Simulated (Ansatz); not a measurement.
**AsHF (doublet): from Hartree-Fock to the top rungs, cc-pVDZ**

The task here is to estimate one member of a computed series from the others.

The runs use Ansatz 0.2.0, Gaussian basis; cc-pVDZ, core rule «outside noble gas», up to 15 orbitals frozen.

To be run: UHF; CCSD(T) on ROHF; CCSD(T) on UHF; BCCD(T) on ROHF; CISD as a restricted active space (open shells left free, so some higher excitations enter); CCSDT(Q) on ROHF; CCSDT(Q) on UHF; CCSDTQ on ROHF; CASSCF and MRCISD+Q, 13 electrons in 9 orbitals; CASSCF and NEVPT2, 13 electrons in 9 orbitals.

3 further runs of the same task are left out: 3 set aside as unsound or not needed. Runs told in other sessions of the task aren't counted.

## The system

The geometry is a PBE0/def2-TZVP stationary point (not a proven minimum) of the parent state, kept for this charge and spin. No spin-orbit coupling is included. The filled d shell of As may be among the frozen orbitals whatever the setting's name suggests.

3 atoms, charge 0, spin multiplicity 2.

Atoms are counted from 1 here; the program's logs count them from 0.

Bond lengths: F1–As2 1.800 Å, As2–H3 1.675 Å. Angles: F1–As2–H3 180.0°.

Set-up of the first run:

in.yaml reads:

```yaml
crystal:
  periodic: [false, false, false]
  atoms:
    - {symbol: F, position_ang: [0.000000, 0.000000, 1.758700]}
    - {symbol: As, position_ang: [0.000000, 0.000000, -0.041600]}
    - {symbol: H, position_ang: [0.000000, 0.000000, -1.717100]}
basis:
  gaussian: {orbitals: cc-pVDZ}
magnetization: {spin_polarized: true, initial_magnetization: 1}
hamiltonian: {xc: hf}
output: {orbitals: {seedname: orbitals}}
```

The run is started by

```bash
ansatz run in.yaml --threads 1 --pin off --events-out ev --progress --plain --max-ram 4096MiB --backend cpu
```

Steps of the session up to this table: UHF; CCSD(T) on ROHF; CCSD(T) on UHF; BCCD(T) on ROHF; CISD as a restricted active space (open shells left free, so some higher excitations enter); CCSDT(Q) on ROHF; CCSDT(Q) on UHF; CCSDTQ on ROHF; CASSCF and MRCISD+Q, 13 electrons in 9 orbitals; CASSCF and NEVPT2, 13 electrons in 9 orbitals.

One of the session's tables, all rows but one given; the rest of the session is left out.

| method | from RCCSDTQ (kcal/mol) |
| --- | --- |
| ROHF | +206.78 |
| RMP2 | +20.89 |
| RCCSD | +8.06 |
| RCCSD(T) | +1.68 |
| BCCD(T) | +1.49 |
| RCCSDT | +0.70 |
| RCCSDT(Q) | +0.16 |
| RCCSDTQ | 0 |
| CASSCF valence | +164.88 |
| NEVPT2 valence | +36.70 |
| MRCISD valence | ? |
| MRCISD+Q valence | +5.41 |

Q: Estimate the row for MRCISD valence from the others.

**Answer.** from RCCSDTQ (kcal/mol): +16.74. In the column «from RCCSDTQ (kcal/mol)» it lies between RCCSD (+8.06) and RMP2 (+20.89).

Limits of these values: Left out of the table: UHF, UMP2, UCCSD, UCCSD(T), UCCSDT, UCCSDT(Q) (another determinant or state than the rows shown).
